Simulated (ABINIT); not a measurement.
A calculation with ABINIT 10.8.3 (patched build) of Zr2C (native input, structure typed inline):

run.abi

```
# Pseudopotentials
pp_dirpath "./"
pseudos "Zr.GGA_PBE-JTH.xml, C.GGA_PBE-JTH.xml"

# Structure
acell 8.5819266333 8.5819215146 5.2089544735
rprim
     1.0000000000     0.0000000000     0.0000000000
    -0.5000002982     0.8660252316     0.0000000000
     0.0000000000     0.0000000000     1.0000000000
ntypat 2
znucl 40 6
natom 3
typat 1 1 2
xcart
    -0.0000429096     4.9547984854     0.0000000000
     4.2910062263     2.4773620819     0.0000000000
     0.0000000000     0.0000000000     2.6044772367

# Plane-wave basis
ecut 19.0
pawecutdg 38.0
pawxcdev 0

# k points
kptopt 1
ngkpt 7 7 10
nshiftk 1
shiftk 0.0 0.0 0.0

# Exchange and correlation
ixc 11

# Bands and occupations
nband 18
occopt 3
tsmear 0.05 eV

# SCF cycle
nstep 100
tolvrs 1.0e-9

# Output
iomode 3
prtwf 0
prtden 0
prteig 0
prtebands 0
enunit 1
```

Potentials or basis: JTH PAW PBE v2.0.

Run with:

```bash
$ abinit run.abi > log 2>&1
```

The cell was built by a generator and needn't be a form met in nature.

Task: Write the same calculation in another form: ASE script, structure typed inline.

Result: As run:

run.py

```python
import json, os
import numpy as np
from ase.units import GPa
from ase.calculators.abinit import Abinit, AbinitProfile
from ase import Atoms

atoms = Atoms(['Zr', 'Zr', 'C'],
              cell=[[4.54136, 0.0, 0.0], [-2.27068, 3.93293, 0.0], [0.0, 0.0, 2.75646]],
              scaled_positions=[[0.33333, 0.66667, 0.0], [0.66667, 0.33333, 0.0], [0.0, 0.0, 0.5]],
              pbc=True)

profile = AbinitProfile(command='abinit', pp_paths=[os.path.abspath('pseudos')])
params = dict(
    pps='pawxml', xc='PBE',
    ecut=517.0163,
    pawecutdg=1034.0327,
    pawxcdev=0,
    kptopt=1,
    ngkpt=[7, 7, 10],
    nshiftk=1,
    shiftk=[0.0, 0.0, 0.0],
    ixc=11,
    nband=18,
    occopt=3,
    tsmear=0.05,
    nstep=100,
    tolvrs=1e-09,
    prtwf=0,
    prtden=0,
)

atoms.calc = Abinit(profile=profile, directory='run', **params)
energy = atoms.get_potential_energy()
forces = atoms.get_forces()
stress = atoms.get_stress()
print(f'energy {energy:.6f} eV')
print('forces (eV/A)')
print(np.round(forces, 5))
print('stress (GPa, Voigt, tension positive)', np.round(stress / GPa, 4))
json.dump(dict(energy=energy, forces=forces.tolist(), stress=stress.tolist(), cell=atoms.cell.tolist(), frac=atoms.get_scaled_positions(wrap=False).tolist()), open('results.json', 'w'))
```

Potentials or basis: JTH PAW PBE v2.0.

The run is started by

```bash
$ python run.py
```

Both were run:

|  | native input, structure typed inline | ASE script, structure typed inline |
| --- | --- | --- |
| Pressure | 0.1 GPa | 0.1 GPa |
| Band gap on the k mesh | none (metal or under the smearing width) | none (metal or under the smearing width) |
| Valence electrons inside the program's atomic spheres | Zr 9.30; C 2.05 | Zr 9.30; C 2.05 |

Keys that steer only the numerical path or the files written may differ.
